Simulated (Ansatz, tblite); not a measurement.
**Al10P10 zinc blende bond sphere (Al₁₀P₁₀H₃₀): rung by rung**

The task here is to estimate one member of a computed series from the others.

Computed with Ansatz 0.2.0, Gaussian basis. Level: as each input shows.

Levels to be run: GFN1-xTB, GFN2-xTB, PBE-D4/def2-SVP, r2SCAN-D4/def2-SVP, revPBE-D4/def2-SVP, BHLYP-D4/def2-SVP, ωB97M-V/def2-SVP, PBE+5HF/def2-SVP, PBE+10HF/def2-SVP, PBE+15HF/def2-SVP, PBE+35HF/def2-SVP, PBE+50HF/def2-SVP, PBE0-D4/def2-TZVP, PBE-D4/def2-TZVP, HF/STO-3G, HF/6-31G, B3LYP-D4/6-31G, MP2/def2-SVP, RPA/def2-SVP.

### The geometry

The singlet was relaxed beforehand with r2SCAN-D4/def2-SVP.

50 atoms, charge 0, spin multiplicity 1.

Bond lengths: Al1–P11 2.430 Å, Al1–P12 2.408 Å, Al1–P13 2.381 Å, Al1–H21 1.588 Å, Al2–P11 2.478 Å, Al2–P14 2.428 Å, Al2–H22 1.585 Å, Al2–H23 1.599 Å, Al3–P13 2.380 Å, Al3–P15 2.410 Å, Al3–P16 2.428 Å, Al3–H24 1.587 Å, Al4–P14 2.407 Å, Al4–P15 2.454 Å, Al4–H25 1.589 Å, Al4–H26 1.600 Å, Al5–P12 2.454 Å, Al5–P17 2.410 Å and more. Angles: P11–Al1–P12 97.6°, P11–Al1–P13 107.9°, P11–Al1–H21 111.7°, P12–Al1–P13 106.4°, P12–Al1–H21 116.4°, P13–Al1–H21 115.1°, P11–Al2–P14 101.8°, P11–Al2–H22 110.1°, P11–Al2–H23 101.0°, P14–Al2–H22 113.9°, P14–Al2–H23 105.4°, H22–Al2–H23 122.2°, P13–Al3–P15 106.9°, P13–Al3–P16 107.9°, P13–Al3–H24 115.3°, P15–Al3–P16 97.0°, P15–Al3–H24 115.9°, P16–Al3–H24 112.1° and more.

PBE0-D4/def2-SVP was run before; its log isn't repeated, and its numbers join the tables.

The first run:

Tight binding, by tblite at 300 K electronic temperature and without a spin-polarisation term:

```python
tblite.interface.Calculator('GFN1-xTB', numbers, positions, charge=0, uhf=0).singlepoint()
```

Tight binding, by tblite at 300 K electronic temperature and without a spin-polarisation term:

```python
tblite.interface.Calculator('GFN2-xTB', numbers, positions, charge=0, uhf=0).singlepoint()
```

start.molden holds the orbitals of an earlier run on this state, given as this run's starting guess.

in.yaml

```yaml
crystal:
  periodic: [false, false, false]
  atoms:
    - {symbol: Al, position_ang: [-1.981725, -2.221523, -0.595406]}
    - {symbol: Al, position_ang: [-2.446906, 1.158070, -3.502348]}
    - {symbol: Al, position_ang: [-2.246858, 0.589959, 1.958379]}
    - {symbol: Al, position_ang: [-1.999948, 3.640622, -0.670572]}
    - {symbol: Al, position_ang: [0.663707, -2.052992, -3.609585]}
    - {symbol: Al, position_ang: [0.607178, -1.969355, 2.216731]}
    - {symbol: Al, position_ang: [3.483031, -2.459434, -1.176056]}
    - {symbol: Al, position_ang: [0.679369, 0.692563, -0.686386]}
    - {symbol: Al, position_ang: [1.137979, 3.453180, 2.516843]}
    - {symbol: Al, position_ang: [3.627454, 0.689817, 1.996436]}
    - {symbol: P, position_ang: [-3.032090, -0.985395, -2.405263]}
    - {symbol: P, position_ang: [-0.419396, -3.476920, -1.929575]}
    - {symbol: P, position_ang: [-0.691101, -0.686183, 0.687302]}
    - {symbol: P, position_ang: [-0.768685, 2.047958, -1.990335]}
    - {symbol: P, position_ang: [-3.453300, 1.978813, 0.401133]}
    - {symbol: P, position_ang: [-1.024119, 2.374239, 3.060692]}
    - {symbol: P, position_ang: [1.969802, -0.769836, -2.043011]}
    - {symbol: P, position_ang: [2.419485, -3.025390, 0.988252]}
    - {symbol: P, position_ang: [1.979679, -0.416525, 3.443920]}
    - {symbol: P, position_ang: [2.015573, 2.000116, 0.779428]}
    - {symbol: H, position_ang: [-3.041380, -3.066973, 0.231084]}
    - {symbol: H, position_ang: [-1.910943, 0.891185, -4.970223]}
    - {symbol: H, position_ang: [-3.768208, 2.014301, -3.220859]}
    - {symbol: H, position_ang: [-3.135600, -0.243211, 2.975919]}
    - {symbol: H, position_ang: [-2.810478, 4.678501, -1.558945]}
    - {symbol: H, position_ang: [-1.194966, 4.093876, 0.636119]}
    - {symbol: H, position_ang: [-0.653356, -1.282397, -4.089614]}
    - {symbol: H, position_ang: [1.571419, -2.873531, -4.621607]}
    - {symbol: H, position_ang: [-0.212680, -3.018439, 3.080985]}
    - {symbol: H, position_ang: [3.156820, -3.777767, -2.021320]}
    - {symbol: H, position_ang: [4.967485, -1.954258, -0.942747]}
    - {symbol: H, position_ang: [0.896990, 4.952480, 2.061742]}
    - {symbol: H, position_ang: [1.985958, 3.091944, 3.824455]}
    - {symbol: H, position_ang: [4.094155, -0.603105, 1.178399]}
    - {symbol: H, position_ang: [4.655624, 1.585926, 2.809906]}
    - {symbol: H, position_ang: [-3.257267, -1.954353, -3.419422]}
    - {symbol: H, position_ang: [-4.381326, -0.863727, -1.965253]}
    - {symbol: H, position_ang: [-1.180102, -4.499792, -2.555862]}
    - {symbol: H, position_ang: [0.421554, -4.292426, -1.129741]}
    - {symbol: H, position_ang: [0.101965, 2.836922, -2.795282]}
    - {symbol: H, position_ang: [-4.288197, 1.220645, -0.459138]}
    - {symbol: H, position_ang: [-4.461555, 2.617584, 1.170700]}
    - {symbol: H, position_ang: [-1.989069, 3.395618, 3.271915]}
    - {symbol: H, position_ang: [-0.934295, 1.922090, 4.408242]}
    - {symbol: H, position_ang: [2.762803, 0.085944, -2.859433]}
    - {symbol: H, position_ang: [2.010652, -4.386914, 0.903296]}
    - {symbol: H, position_ang: [3.443830, -3.200202, 1.956907]}
    - {symbol: H, position_ang: [2.626130, -1.192101, 4.442193]}
    - {symbol: H, position_ang: [1.213992, 0.424583, 4.290993]}
    - {symbol: H, position_ang: [2.790911, 2.835822, -0.073986]}
basis:
  gaussian: {orbitals: def2-SVP, fitting: {mean_field: def2-universal-jkfit}, initial_orbitals: start.molden}
hamiltonian: {xc: pbe, dispersion: d4}
scf: {omitted_lower_state_checks: [starts]}
output: {forces: true, orbitals: {seedname: orbitals}}
```

On the command line:

```
$ ansatz run in.yaml --threads 2 --pin off --events-out ev --progress --plain --max-ram 22528MiB --backend cuda --devices 0, --max-vram 18GiB
```

Steps of the session up to this table: PBE-D4/def2-SVP; r2SCAN-D4/def2-SVP; revPBE-D4/def2-SVP; BHLYP-D4/def2-SVP; ωB97M-V/def2-SVP; PBE+5HF/def2-SVP; PBE+10HF/def2-SVP; PBE+15HF/def2-SVP; PBE+35HF/def2-SVP; PBE+50HF/def2-SVP; PBE0-D4/def2-TZVP; PBE-D4/def2-TZVP; HF/STO-3G; HF/6-31G; B3LYP-D4/6-31G; MP2/def2-SVP; RPA/def2-SVP.

One of the session's tables, all rows but one given; the rest of the session is left out.

It belongs to the step «Binding energy». 

```
             level  binding an atom (eV)
         HF/STO-3G                 3.351
          HF/6-31G                 1.720
       HF/def2-SVP                 2.070
   PBE-D4/def2-SVP                 2.897
  PBE-D4/def2-TZVP                 2.886
revPBE-D4/def2-SVP                 2.865
r2SCAN-D4/def2-SVP                 2.911
    B3LYP-D4/6-31G                 2.663
  PBE0-D4/def2-SVP                 2.891
 PBE0-D4/def2-TZVP                 2.882
 BHLYP-D4/def2-SVP                 2.884
  ωB97M-V/def2-SVP                     ?
      MP2/def2-SVP                 2.639
```

Q: Estimate the row for ωB97M-V/def2-SVP from the others.

The run gave: binding an atom (eV): 2.951. In the column «binding an atom (eV)» it lies between r2SCAN-D4/def2-SVP (2.911) and HF/STO-3G (3.351).

Limits of these values: Free atoms were run apart at each level; binding is atoms less cluster, divided by the number of atoms, without zero-point or spin-orbit terms.
